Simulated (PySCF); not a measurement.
**A gas-phase reaction: BrCl2HSi + HI → Cl2HISi + BrH**

Wanted: the reaction energy for `Cl[SiH](Cl)Br` + `I` → `Cl[SiH](Cl)I` + `Br`.

Computed with PySCF 2.14.0; each step states its level. No surroundings beyond the atoms listed, unless a continuum is named. Atoms count from 0, parts from 1.

## (1) The system as given

Each species was relaxed by itself at PBE0-D3(BJ)/def2-SVPD.

## (2) Reaction energy: wB97M-D3(BJ)/def2-TZVPD

The job: settings as JSON, then the geometry in Å.

```
{"job": {"kind": "react", "xc": "wB97M-D3(BJ)", "basis": "def2-TZVPD"}, "charge": 0, "multiplicity": 1}
-1 BrCl2HSi charge 0 multiplicity 1
Cl    -1.037370    -1.625710    -0.638420
Si    -0.026890    -0.006360     0.121360
Cl    -0.905460     1.714910    -0.575470
Br     2.075970    -0.076810    -0.530680
H     -0.100260    -0.030910     1.595330

-1 HI charge 0 multiplicity 1
I      0.809670    -0.001380    -0.009930
H     -0.807550     0.000760     0.009830

+1 Cl2HISi charge 0 multiplicity 1
Cl    -0.774390     1.785580    -0.629880
Si    -0.065400     0.016590     0.146390
Cl    -1.209290    -1.531520    -0.582000
I      2.253360    -0.294820    -0.487200
H     -0.191510     0.055000     1.618440

+1 BrH charge 0 multiplicity 1
Br     0.714910     0.000350    -0.009950
H     -0.708700     0.002480     0.009730
```

With the program's defaults for keys left out, this is: wB97M-D3(BJ)/def2-TZVPD reaction energy of separated species, gas phase.

Launch:

```bash
> OMP_NUM_THREADS=1 python cluster_run.py task.json out
```

The driver reads the jobs from task.json and runs them one after another.

The log of the run:

```text
species 1 (BrCl2HSi)
coarse grid: 28848 points
cycle   1  E = -3784.9133592515  dE = -6.583e-01  |g| = 5.141e-01  |ddm| = 1.918e+00
cycle   2  E = -3784.9311025218  dE = -1.774e-02  |g| = 4.702e-01  |ddm| = 7.840e-01
cycle   3  E = -3784.9837215865  dE = -5.262e-02  |g| = 4.129e-02  |ddm| = 3.755e-01
cycle   4  E = -3784.9839512069  dE = -2.296e-04  |g| = 1.280e-02  |ddm| = 3.292e-02
cycle   5  E = -3784.9839918487  dE = -4.064e-05  |g| = 3.703e-03  |ddm| = 1.710e-02
cycle   6  E = -3784.9839968959  dE = -5.047e-06  |g| = 7.537e-04  |ddm| = 5.778e-03
final grid: 53864 points
cycle   7  E = -3784.9839144732  dE = -3.234e-07  |g| = 4.901e-04  |ddm| = 2.028e-03
cycle   8  E = -3784.9839145242  dE = -5.102e-08  |g| = 3.755e-04  |ddm| = 6.849e-04
cycle   9  E = -3784.9839145425  dE = -1.831e-08  |g| = 5.261e-05  |ddm| = 2.427e-04
cycle  10  E = -3784.9839145459  dE = -3.354e-09  |g| = 1.801e-05  |ddm| = 1.598e-04
cycle  11  E = -3784.9839145460  dE = -1.692e-10  |g| = 4.688e-06  |ddm| = 3.932e-05
converged SCF energy = -3784.9839145460

species 2 (HI)
coarse grid: 10504 points
cycle   1  E = -297.0645435464  dE = -4.120e+01  |g| = 2.946e+00  |ddm| = 1.945e+01
cycle   2  E = -297.7150024534  dE = -6.505e-01  |g| = 2.315e+00  |ddm| = 6.590e+00
cycle   3  E = -298.3805519883  dE = -6.655e-01  |g| = 1.385e-01  |ddm| = 2.118e+00
cycle   4  E = -298.3824022667  dE = -1.850e-03  |g| = 1.059e-01  |ddm| = 1.440e-01
cycle   5  E = -298.3837843333  dE = -1.382e-03  |g| = 6.134e-03  |ddm| = 5.443e-02
cycle   6  E = -298.3838155903  dE = -3.126e-05  |g| = 2.382e-03  |ddm| = 1.566e-02
cycle   7  E = -298.3838187306  dE = -3.140e-06  |g| = 3.677e-04  |ddm| = 4.966e-03
final grid: 19416 points
cycle   8  E = -298.3838560595  dE = -1.280e-07  |g| = 2.033e-04  |ddm| = 7.827e-04
cycle   9  E = -298.3838560777  dE = -1.815e-08  |g| = 1.526e-04  |ddm| = 3.336e-04
cycle  10  E = -298.3838560819  dE = -4.222e-09  |g| = 3.552e-05  |ddm| = 9.016e-05
cycle  11  E = -298.3838560831  dE = -1.205e-09  |g| = 4.159e-06  |ddm| = 1.006e-04
cycle  12  E = -298.3838560831  dE = -5.798e-12  |g| = 2.654e-07  |ddm| = 4.853e-06
converged SCF energy = -298.3838560831

species 3 (Cl2HISi)
coarse grid: 29544 points
cycle   1  E = -1506.9970178054  dE = -4.058e+01  |g| = 3.102e+00  |ddm| = 2.021e+01
cycle   2  E = -1506.4774131372  dE =  5.196e-01  |g| = 3.154e+00  |ddm| = 7.990e+00
cycle   3  E = -1508.5197368717  dE = -2.042e+00  |g| = 4.881e-01  |ddm| = 3.908e+00
cycle   4  E = -1508.5855951088  dE = -6.586e-02  |g| = 2.825e-01  |ddm| = 7.664e-01
cycle   5  E = -1508.6002788939  dE = -1.468e-02  |g| = 6.444e-02  |ddm| = 2.331e-01
cycle   6  E = -1508.6013897171  dE = -1.111e-03  |g| = 1.504e-02  |ddm| = 8.250e-02
cycle   7  E = -1508.6015273376  dE = -1.376e-04  |g| = 5.368e-03  |ddm| = 3.249e-02
cycle   8  E = -1508.6015514008  dE = -2.406e-05  |g| = 1.436e-03  |ddm| = 1.548e-02
cycle   9  E = -1508.6015531228  dE = -1.722e-06  |g| = 6.065e-04  |ddm| = 3.959e-03
final grid: 54840 points
cycle  10  E = -1508.6015130637  dE = -2.771e-07  |g| = 4.087e-04  |ddm| = 2.265e-03
cycle  11  E = -1508.6015131011  dE = -3.738e-08  |g| = 3.231e-04  |ddm| = 6.372e-04
cycle  12  E = -1508.6015131217  dE = -2.060e-08  |g| = 6.258e-05  |ddm| = 2.492e-04
cycle  13  E = -1508.6015131250  dE = -3.319e-09  |g| = 3.726e-05  |ddm| = 1.547e-04
cycle  14  E = -1508.6015131257  dE = -6.698e-10  |g| = 4.918e-06  |ddm| = 8.783e-05
converged SCF energy = -1508.6015131257

species 4 (BrH)
coarse grid: 9808 points
cycle   1  E = -2574.7444818000  dE = -1.115e+00  |g| = 2.814e-01  |ddm| = 9.887e-01
cycle   2  E = -2574.7574488492  dE = -1.297e-02  |g| = 1.487e-01  |ddm| = 2.655e-01
cycle   3  E = -2574.7608846432  dE = -3.436e-03  |g| = 8.656e-03  |ddm| = 8.708e-02
cycle   4  E = -2574.7609220081  dE = -3.736e-05  |g| = 2.523e-03  |ddm| = 1.268e-02
cycle   5  E = -2574.7609264385  dE = -4.430e-06  |g| = 6.498e-04  |ddm| = 4.934e-03
final grid: 18448 points
cycle   6  E = -2574.7609110943  dE = -1.922e-07  |g| = 3.885e-04  |ddm| = 9.242e-04
cycle   7  E = -2574.7609111220  dE = -2.762e-08  |g| = 2.730e-04  |ddm| = 3.938e-04
cycle   8  E = -2574.7609111290  dE = -7.070e-09  |g| = 3.378e-05  |ddm| = 1.360e-04
cycle   9  E = -2574.7609111301  dE = -1.041e-09  |g| = 1.120e-05  |ddm| = 6.291e-05
cycle  10  E = -2574.7609111301  dE = -5.230e-11  |g| = 1.704e-06  |ddm| = 1.293e-05
converged SCF energy = -2574.7609111301

Reaction energy = 3.273 kcal/mol
```

Wall time 49 s (1 thread of Arm Neoverse N1, shared host); peak memory 0.73 GiB.

Species by species (with the dispersion term, which the log's SCF energies lack):

```
 ν        species  energy (Eh)  HOMO (eV)
-1  Cl[SiH](Cl)Br  -3784.99083     -11.25
-1              I   -298.38449     -10.19
+1   Cl[SiH](Cl)I  -1508.60863     -10.37
+1             Br  -2574.76148     -11.15
```

## (3) Energies of the species: PBE0-D3(BJ)/def2-TZVPD

Same as in step 2 but for these lines:

```diff
@@ -1,2 +1,2 @@
-{"job": {"kind": "react", "xc": "wB97M-D3(BJ)", "basis": "def2-TZVPD"}, "charge": 0, "multiplicity": 1}
+{"job": {"kind": "react", "xc": "PBE0", "basis": "def2-TZVPD", "disp": "d3bj"}, "charge": 0, "multiplicity": 1}
 -1 BrCl2HSi charge 0 multiplicity 1
```

Method: PBE0-D3(BJ)/def2-TZVPD reaction energy of separated species, gas phase.

The log of the run:

```text
species 1 (BrCl2HSi)
coarse grid: 28848 points
cycle   1  E = -3784.0848806291  dE = -6.941e-01  |g| = 4.302e-01  |ddm| = 1.984e+00
cycle   2  E = -3784.0599464434  dE =  2.493e-02  |g| = 5.009e-01  |ddm| = 7.202e-01
cycle   3  E = -3784.1190188047  dE = -5.907e-02  |g| = 9.540e-02  |ddm| = 4.419e-01
cycle   4  E = -3784.1208559912  dE = -1.837e-03  |g| = 1.583e-02  |ddm| = 6.498e-02
cycle   5  E = -3784.1209049277  dE = -4.894e-05  |g| = 4.625e-03  |ddm| = 1.648e-02
cycle   6  E = -3784.1209099954  dE = -5.068e-06  |g| = 1.070e-03  |ddm| = 5.250e-03
final grid: 53864 points
cycle   7  E = -3784.1209011303  dE =  1.715e-08  |g| = 1.203e-03  |ddm| = 2.151e-03
cycle   8  E = -3784.1209010313  dE =  9.906e-08  |g| = 1.431e-03  |ddm| = 2.082e-03
cycle   9  E = -3784.1209014669  dE = -4.356e-07  |g| = 8.827e-05  |ddm| = 1.100e-03
cycle  10  E = -3784.1209014687  dE = -1.775e-09  |g| = 2.723e-05  |ddm| = 8.836e-05
cycle  11  E = -3784.1209014689  dE = -1.892e-10  |g| = 1.835e-06  |ddm| = 1.869e-05
converged SCF energy = -3784.1209014689

species 2 (HI)
coarse grid: 10504 points
cycle   1  E = -296.6657338125  dE = -4.069e+01  |g| = 3.285e+00  |ddm| = 1.949e+01
cycle   2  E = -296.5079694593  dE =  1.578e-01  |g| = 3.386e+00  |ddm| = 7.995e+00
cycle   3  E = -298.2898887074  dE = -1.782e+00  |g| = 3.368e-01  |ddm| = 3.379e+00
cycle   4  E = -298.2974594312  dE = -7.571e-03  |g| = 3.394e-01  |ddm| = 5.726e-01
cycle   5  E = -298.3177536552  dE = -2.029e-02  |g| = 3.355e-02  |ddm| = 2.194e-01
cycle   6  E = -298.3181037341  dE = -3.501e-04  |g| = 3.315e-03  |ddm| = 5.779e-02
cycle   7  E = -298.3181075689  dE = -3.835e-06  |g| = 8.409e-04  |ddm| = 5.113e-03
final grid: 19416 points
cycle   8  E = -298.3181033663  dE =  1.915e-08  |g| = 1.142e-03  |ddm| = 1.955e-03
cycle   9  E = -298.3181032163  dE =  1.500e-07  |g| = 1.570e-03  |ddm| = 1.826e-03
cycle  10  E = -298.3181036279  dE = -4.116e-07  |g| = 7.603e-05  |ddm| = 9.494e-04
cycle  11  E = -298.3181036291  dE = -1.189e-09  |g| = 9.423e-06  |ddm| = 9.231e-05
cycle  12  E = -298.3181036291  dE = -2.331e-11  |g| = 1.131e-06  |ddm| = 1.140e-05
converged SCF energy = -298.3181036291

species 3 (Cl2HISi)
coarse grid: 29544 points
cycle   1  E = -1505.8107309156  dE = -3.989e+01  |g| = 3.523e+00  |ddm| = 2.030e+01
cycle   2  E = -1500.1895190066  dE =  5.621e+00  |g| = 4.736e+00  |ddm| = 1.137e+01
cycle   3  E = -1507.2970265018  dE = -7.108e+00  |g| = 1.291e+00  |ddm| = 8.764e+00
cycle   4  E = -1507.8954780946  dE = -5.985e-01  |g| = 5.892e-01  |ddm| = 2.112e+00
cycle   5  E = -1507.9647534874  dE = -6.928e-02  |g| = 2.306e-01  |ddm| = 5.829e-01
cycle   6  E = -1507.9748144653  dE = -1.006e-02  |g| = 7.518e-02  |ddm| = 2.133e-01
cycle   7  E = -1507.9758700630  dE = -1.056e-03  |g| = 2.817e-02  |ddm| = 8.857e-02
cycle   8  E = -1507.9760590692  dE = -1.890e-04  |g| = 6.581e-03  |ddm| = 3.219e-02
cycle   9  E = -1507.9760696581  dE = -1.059e-05  |g| = 1.217e-03  |ddm| = 6.103e-03
cycle  10  E = -1507.9760700066  dE = -3.485e-07  |g| = 3.777e-04  |ddm| = 1.326e-03
final grid: 54840 points
cycle  11  E = -1507.9760323102  dE = -4.535e-08  |g| = 5.263e-04  |ddm| = 1.261e-03
cycle  12  E = -1507.9760322477  dE =  6.254e-08  |g| = 7.807e-04  |ddm| = 1.125e-03
cycle  13  E = -1507.9760323698  dE = -1.222e-07  |g| = 6.766e-05  |ddm| = 6.410e-04
cycle  14  E = -1507.9760323709  dE = -1.036e-09  |g| = 1.318e-05  |ddm| = 5.748e-05
cycle  15  E = -1507.9760323709  dE = -4.002e-11  |g| = 2.677e-06  |ddm| = 1.369e-05
converged SCF energy = -1507.9760323709

species 4 (BrH)
coarse grid: 9808 points
cycle   1  E = -2574.4494536167  dE = -1.081e+00  |g| = 2.724e-01  |ddm| = 1.042e+00
cycle   2  E = -2574.4540918712  dE = -4.638e-03  |g| = 1.699e-01  |ddm| = 2.601e-01
cycle   3  E = -2574.4588662161  dE = -4.774e-03  |g| = 3.007e-02  |ddm| = 1.194e-01
cycle   4  E = -2574.4590976974  dE = -2.315e-04  |g| = 4.156e-03  |ddm| = 2.212e-02
cycle   5  E = -2574.4591016998  dE = -4.002e-06  |g| = 1.311e-03  |ddm| = 4.270e-03
final grid: 18448 points
cycle   6  E = -2574.4591028042  dE = -7.033e-08  |g| = 1.375e-03  |ddm| = 2.024e-03
cycle   7  E = -2574.4591028185  dE = -1.435e-08  |g| = 1.399e-03  |ddm| = 1.791e-03
cycle   8  E = -2574.4591030394  dE = -2.209e-07  |g| = 5.149e-05  |ddm| = 8.398e-04
cycle   9  E = -2574.4591030401  dE = -6.830e-10  |g| = 1.026e-05  |ddm| = 4.413e-05
converged SCF energy = -2574.4591030401

Reaction energy = 2.088 kcal/mol
```

It took 29 s on 1 thread of Arm Neoverse N1, shared host; peak memory 0.64 GiB.

Reaction energy at this level: 2.09 kcal/mol.

## (4) Comparing the runs

Energies in kcal/mol, with wall time:

```
                    run  reaction  time
wB97M-D3(BJ)/def2-TZVPD      3.27  49 s
 PBE0-D3(BJ)/def2-TZVPD      2.09  29 s
```

## (5) Outcome

| quantity | value |
| --- | --- |
| reaction energy (wB97M-D3(BJ)/def2-TZVPD) | 3.27 kcal/mol |
| ΔH, ΔG at 298 K (xTB thermal terms) | +3.2, +3.3 kcal/mol |
| range of the reaction energy over the runs of this table | 2.09 to 3.27 kcal/mol |

**Reading.** The reaction is endothermic by 3.2 kcal/mol in the gas phase; dispersion gives -0.08, and xTB itself gave 5.46 for the electronic energy (xTB energies and thermal terms come from the earlier relaxation of each species, not shown). No barrier was sought. The reaction energy runs from 2.09 (PBE0-D3(BJ)/def2-TZVPD) to 3.27 kcal/mol (wB97M-D3(BJ)/def2-TZVPD).
